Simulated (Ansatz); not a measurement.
# O4W: the cost of one run

Program: Ansatz 0.2.0. Level of theory: the levels named in each step. These are calculated values, not measurements.

### Step 1. The starting structure

Bond lengths: O1–W2 1.754 Å, W2–O3 1.753 Å, W2–O4 1.754 Å, W2–O5 1.753 Å. Angles: O1–W2–O3 109.5°, O1–W2–O4 109.5°, O1–W2–O5 109.5°, O3–W2–O4 109.5°, O3–W2–O5 109.5°, O4–W2–O5 109.5°.

As a file:

```xyz
5

O    -1.2268   -0.3929   -1.1897
W     0.0001    0.0000    0.0000
O     0.2957    1.7283   -0.0142
O    -0.5528   -0.4852    1.5918
O     1.4838   -0.8500   -0.3880
```

### Step 2. A rough first relaxation, PBE-D4/def2-SVPD

File input.yaml:

```yaml
crystal:
  periodic: [false, false, false]
  atoms:
    - { symbol: O, position_ang: [-1.22681, -0.39288, -1.18968] }
    - { symbol: W, position_ang: [7.0e-05, 2.0e-05, 1.0e-05] }
    - { symbol: O, position_ang: [0.29565, 1.72834, -0.01424] }
    - { symbol: O, position_ang: [-0.55276, -0.48524, 1.59178] }
    - { symbol: O, position_ang: [1.4838, -0.85002, -0.38803] }
basis:
  gaussian: { orbitals: def2-SVPD }
hamiltonian:
  xc: pbe
  dispersion: d4
relax:
  f_tol: 0.03
  max_steps: 200
```

On the command line:

```
ansatz run input.yaml --threads 4 --pin off --max-ram 10240MiB --backend cpu --events-out ev --progress --plain --runs-dir out
```

What time and memory should one allow on 4 threads of Arm Neoverse V2, shared host?

About 27 s, with a peak of 0.27 GiB.
